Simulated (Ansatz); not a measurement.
Working through a charge-density difference against the sublattices of BaSrI4, space group P4/mmm

Program: Ansatz 0.2.0, Python API.

The cells in order, each with its output:

```python
import ansatz as az
import numpy as np
```

```python
VECTORS = np.array([
    [5.807091, 0.0, 0.0],
    [0.0, 5.807091, 0.0],
    [0.0, 0.0, 8.251028],
])
SITES = [
    ('Ba', (0.5, 0.5, 0.0)),
    ('Sr', (0.0, 0.0, 0.5)),
    ('I', (0.0, 0.5, 0.257945)),
    ('I', (0.5, 0.0, 0.257945)),
    ('I', (0.0, 0.5, 0.742055)),
    ('I', (0.5, 0.0, 0.742055)),
]
```

```python
def build(cell):
    crystal = az.Crystal(lattice=az.Lattice.of(cell))
    for symbol, position in SITES:
        crystal = crystal.atom(symbol, position)
    return crystal

# one cutoff and one grid for all runs, so that the fields can be subtracted
def solve(crystal):
    return (
        crystal.calculation()
        .occupations('fermi_dirac', width=0.15)  # smearing steadies the SCF of a metal
        .functional('lda')
        .basis(460, grid_basis='typed')  # plane waves up to this kinetic energy
        .kpoints(3, 3, 2)
        .density()
        .run(threads=1)
    )
```

```python
whole = solve(build(VECTORS))
difference = whole.density().channels[0].density_e_per_ang3.copy()
binding = whole.report['free_energy_ev']
for element in ['Ba', 'Sr', 'I']:
    part = az.Crystal(lattice=az.Lattice.of(VECTORS))
    for symbol, position in SITES:
        if symbol == element:
            part = part.atom(symbol, position)
    alone = solve(part)
    difference -= alone.density().channels[0].density_e_per_ang3
    binding -= alone.report['free_energy_ev']
    print(f'{element} sublattice: {alone.report["n_electrons"]:g} electrons, {alone.report["n_iterations"]} iterations')
```

    Ba sublattice: 10 electrons, 6 iterations
    Sr sublattice: 10 electrons, 6 iterations
    I sublattice: 68 electrons, 6 iterations

```python
voxel = abs(np.linalg.det(VECTORS)) / difference.size
print(f'energy of the crystal less its unpolarised sublattices: {binding / len(SITES):.4f} eV/atom')
print(f'net charge of the difference {difference.sum() * voxel:.5f} e, charge moved {0.5 * np.abs(difference).sum() * voxel:.3f} e')
print(f'extremes {difference.min():.4f} and {difference.max():.4f} e/A^3')
for (symbol, position) in SITES:
    index = tuple(int(round(p * n)) % n for p, n in zip(position, difference.shape))
    print(f'  change of the pseudo-density at the grid point nearest {symbol}: {difference[index]:+.4f} e/A^3')
profile = difference.mean(axis=(0, 1))
print('planar mean along the third vector:', np.round(profile[:: max(len(profile) // 12, 1)], 4))
```

    energy of the crystal less its unpolarised sublattices: -2.8456 eV/atom
    net charge of the difference -0.00000 e, charge moved 1.196 e
    extremes -0.0934 and 0.0475 e/A^3
      change of the pseudo-density at the grid point nearest Ba: -0.0080 e/A^3
      change of the pseudo-density at the grid point nearest Sr: -0.0934 e/A^3
      change of the pseudo-density at the grid point nearest I: +0.0469 e/A^3
      change of the pseudo-density at the grid point nearest I: +0.0469 e/A^3
      change of the pseudo-density at the grid point nearest I: +0.0469 e/A^3
      change of the pseudo-density at the grid point nearest I: +0.0469 e/A^3
    planar mean along the third vector: [-0.01   -0.0018  0.006   0.0022  0.0049 -0.0012 -0.0103 -0.0012  0.0049
      0.0022  0.006  -0.0018]

Reading the output:
- The fields are valence quantities on the plane-wave grid; their values near the nuclei depend on the potentials.
- This cell is a computed structure, which may not be the phase found in nature.
- Charge moved counts every rearrangement, bonding and polarisation too, and is no transfer between atoms; the bare sublattices are artificial references. Values near the nuclei depend on the potentials.
- Finished in 13 s on 1 thread of Arm Neoverse V1, on a shared host, peak memory 0.56 GiB.

(Lines on the test bed's own set-up are left out of the output.)
